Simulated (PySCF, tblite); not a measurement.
# C6H13FOSi2: geometry, infrared bands and NMR shifts

Aim: predict the infrared bands and NMR shifts of C6H13FOSi2 (`CO/C([SiH3])=C(\F)[SiH2]C1CC1`).

Programs: tblite 0.8.0 and PySCF 2.14.0, with density-fitted response routines of our own. Each step states its level of theory. These are calculated values for one molecule in the gas phase, unless marked as measured. Atoms count from 0, in the outputs and in this text.

## Step 1: Starting geometry

23 atoms, charge 0, multiplicity 1; geometry from: force field or distance geometry start.

Bonds of the start (Å): C0–O1 1.42, O1–C2 1.41, C2–Si3 1.89, C2–C4 1.35, C4–F5 1.36, C4–Si6 1.86, Si6–C7 1.89, C7–C8 1.51, C8–C9 1.50, C9–C7 1.50, C0–H10 1.10, C0–H11 1.09, C0–H12 1.11, Si3–H13 1.49, Si3–H14 1.49, Si3–H15 1.47, Si6–H16 1.48, Si6–H17 1.49, C7–H18 1.08, C8–H19 1.09, C8–H20 1.08, C9–H21 1.09, C9–H22 1.08.

## Step 2: Geometry optimisation with GFN2-xTB

Job settings and geometry (Å):

```
{"job": {"kind": "relax", "xc": "GFN2-xTB", "basis": "xTB"}, "charge": 0, "multiplicity": 1}
C     -3.228500     1.888800    -0.470600
O     -2.801600     0.681500    -1.072800
C     -1.693900    -0.002000    -0.532800
Si    -1.363300    -1.566000    -1.544400
C     -0.974600     0.393600     0.544700
F     -1.319000     1.546200     1.169100
Si     0.506800    -0.414600     1.326200
C      2.117400     0.336900     0.695000
C      2.801700    -0.289700    -0.497600
C      3.394000    -0.430500     0.876900
H     -4.104900     2.244300    -1.040400
H     -2.465700     2.658700    -0.529400
H     -3.568700     1.730000     0.572100
H      0.059000    -1.578000    -1.985900
H     -1.594700    -2.752700    -0.671300
H     -2.248300    -1.653300    -2.715800
H      0.507400    -1.879000     1.081100
H      0.440800    -0.238300     2.801500
H      2.149300     1.413300     0.798700
H      3.296100     0.379200    -1.194800
H      2.391700    -1.174200    -0.959400
H      4.296100     0.141100     1.092600
H      3.398300    -1.408400     1.336400
```

On the command line:

```bash
$ OMP_NUM_THREADS=1 python probes_run.py task.json out
```

One launch serves the whole session: the jobs run in the order shown.

**Question.** This job is followed by: GFN2-xTB harmonic vibrations, gas phase; GIAO PBE0/pcSseg-1 NMR shielding, non-relativistic, gas phase. Predict these results of the whole session: strongest single infrared mode (GFN2-xTB); zero-point energy (GFN2-xTB); ¹³C shifts against TMS (PBE0/pcSseg-1, means over atoms taken as alike); ¹H shifts against TMS (PBE0/pcSseg-1, means over atoms taken as alike); ¹⁷O shifts against H2O (PBE0/pcSseg-1); ²⁹Si shifts against TMS (PBE0/pcSseg-1); ¹⁹F shifts against CFCl3 (PBE0/pcSseg-1); surface potential, 1st and 99th percentile.

As calculated:

```
                                                               quantity                                   value
                              strongest single infrared mode (GFN2-xTB)                   2244 cm⁻¹, 466 km/mol
                                           zero-point energy (GFN2-xTB)                          104.4 kcal/mol
¹³C shifts against TMS (PBE0/pcSseg-1, means over atoms taken as alike)       155.9, 151.0, 62.4, 4.1, -3.8 ppm
 ¹H shifts against TMS (PBE0/pcSseg-1, means over atoms taken as alike)  4.28, 4.21, 4.18, 0.74, 0.25, 0.05 ppm
                                 ¹⁷O shifts against H2O (PBE0/pcSseg-1)                               134.6 ppm
                                ²⁹Si shifts against TMS (PBE0/pcSseg-1)                        -39.5, -68.7 ppm
                               ¹⁹F shifts against CFCl3 (PBE0/pcSseg-1)                              -144.0 ppm
                                  surface potential, 1st and 99th percentile                      -0.95 V and 0.90 V
```

**Reading.** Relaxing lowered the energy by 0.182 eV in 36 steps; the close pair that moved most is O1–C2, from 1.409 to 1.365 Å. All 63 modes are real, so the xTB geometry is a minimum. The strongest single mode, at 2244 cm⁻¹, moves mainly H14. GFN2-xTB is a fitted tight-binding method: band positions and strengths are rough. Its intensities can rank the bands wrongly.
